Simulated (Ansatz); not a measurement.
# Li8P3: a closer look at a trial structure

Aim: for this structure of Li8P3, compute bands, density of states and charges.

Method: DFT PBE, scalar-relativistic, plane waves, PAW, in Ansatz 0.2.0.

1 further run of the same task is left out (set aside as unsound or not needed).

## (1) Starting point

The structure is tetragonal, space group P4/mbm (No. 127). The conventional cell has a = 10.038 Å, b = 10.038 Å, c = 4.749 Å, α = 90.00°, β = 90.00°, γ = 90.00°. Around Li (site symmetry 4/m) lie 2 P at 2.37 Å. Around Li (site symmetry m) lie 3 P at 2.31 to 2.73 Å. Li (site symmetry m2m) is surrounded by 2 P at 2.37 Å. Li (site symmetry mmm) is surrounded by 2 P at 2.38 Å. P (site symmetry 4/m) has 6 Li at 2.31 to 2.37 Å as nearest neighbours. Around P (site symmetry m2m) lie 7 Li at 2.37 to 2.73 Å.

Coordinates:

```cif
data_structure
_symmetry_space_group_name_H-M 'P4/mbm'
_symmetry_Int_Tables_number 127
_cell_length_a 10.0377
_cell_length_b 10.0377
_cell_length_c 4.7493
_cell_angle_alpha 90.000
_cell_angle_beta 90.000
_cell_angle_gamma 90.000
_cell_volume 478.51
loop_
_atom_site_label
_atom_site_type_symbol
_atom_site_symmetry_multiplicity
_atom_site_Wyckoff_symbol
_atom_site_fract_x
_atom_site_fract_y
_atom_site_fract_z
_atom_site_occupancy
Li1 Li 2 b 0.50000 0.50000 0.50000 1
Li2 Li 8 i 0.71626 0.42207 0.00000 1
Li3 Li 4 h 0.83234 0.66766 0.50000 1
Li4 Li 2 d 0.00000 0.50000 0.00000 1
P1 P 2 a 0.50000 0.50000 0.00000 1
P2 P 4 g 0.83262 0.66738 0.00000 1
```

The cell was relaxed beforehand at this level, from a generated guess; it is a trial structure. At a tolerance of 0.05 Å it has space group P4/mbm (No. 127); it has 21.75 Å³/atom, an uncorrected energy of -0.40 eV/atom over the elements.

## (2) Bands, states and charges

input.yaml reads:

```yaml
crystal:
  lattice:
    - [10.0376571378, 0.0, 0.0]
    - [0.0, 10.0376571378, 0.0]
    - [0.0, 0.0, 4.7492959928]
  atoms:
    - { symbol: Li, position: [0.5, 0.5, 0.5] }
    - { symbol: Li, position: [0.7162640364, 0.4220694948, 0.0] }
    - { symbol: Li, position: [0.2837359636, 0.5779305052, 0.0] }
    - { symbol: Li, position: [0.4220694948, 0.2837359636, 0.0] }
    - { symbol: Li, position: [0.5779305052, 0.7162640364, 0.0] }
    - { symbol: Li, position: [0.0, 0.0, 0.5] }
    - { symbol: Li, position: [1.0779305052, 0.7837359636, 0.0] }
    - { symbol: Li, position: [-0.0779305052, 0.2162640364, 0.0] }
    - { symbol: Li, position: [0.7837359636, -0.0779305052, 0.0] }
    - { symbol: Li, position: [0.2162640364, 1.0779305052, 0.0] }
    - { symbol: Li, position: [0.8323396089, 0.6676603911, 0.5] }
    - { symbol: Li, position: [0.0, 0.5, 0.0] }
    - { symbol: Li, position: [0.1676603911, 0.3323396089, 0.5] }
    - { symbol: Li, position: [0.6676603911, 0.1676603911, 0.5] }
    - { symbol: Li, position: [0.5, 0.0, 0.0] }
    - { symbol: Li, position: [0.3323396089, 0.8323396089, 0.5] }
    - { symbol: P, position: [0.5, 0.5, 0.0] }
    - { symbol: P, position: [0.0, 0.0, 0.0] }
    - { symbol: P, position: [0.8326185099, 0.6673814901, 0.0] }
    - { symbol: P, position: [0.1673814901, 0.3326185099, 0.0] }
    - { symbol: P, position: [0.6673814901, 0.1673814901, 0.0] }
    - { symbol: P, position: [0.3326185099, 0.8326185099, 0.0] }
basis:
  ecutwfc: 420
kpoints:
  mp_grid: { grid: [4, 4, 8] }
  band_path:
    path:
      - [[0.0, 0.0, 0.0], [0.0, 0.5, 0.0], [0.5, 0.5, 0.0], [0.0, 0.0, 0.0], [0.0, 0.0, 0.5], [0.0, 0.5, 0.5], [0.5, 0.5, 0.5], [0.0, 0.0, 0.5]]
      - [[0.0, 0.5, 0.0], [0.0, 0.5, 0.5]]
      - [[0.5, 0.5, 0.0], [0.5, 0.5, 0.5]]
    npoints: 10
hamiltonian:
  xc: pbe
scf:
  occupations: { method: gaussian, width: 0.1 }
  n_extra_bands: 55
output:
  forces: true
  stress: true
  eigenvalues: true
  populations: true
  dos: { projected: true, de: 0.02, nscf_kmesh: { grid: [5, 5, 10] } }
  bader: false
```

The run is started by

```bash
$ ansatz run input.yaml --threads 1 --pin off --max-ram 2560MiB --backend cpu --events-out ev --progress --plain --runs-dir out
```

Q: Predict the outcome of this session. Wanted: gap; states at the Fermi level.

The runs gave:

```
                 quantity                 value
                      gap          none (metal)
states at the Fermi level  8.36 per eV per cell
```

It comes out metallic. Of the projected weight within 0.25 eV of the Fermi level, the largest part is P 3p (92 %).
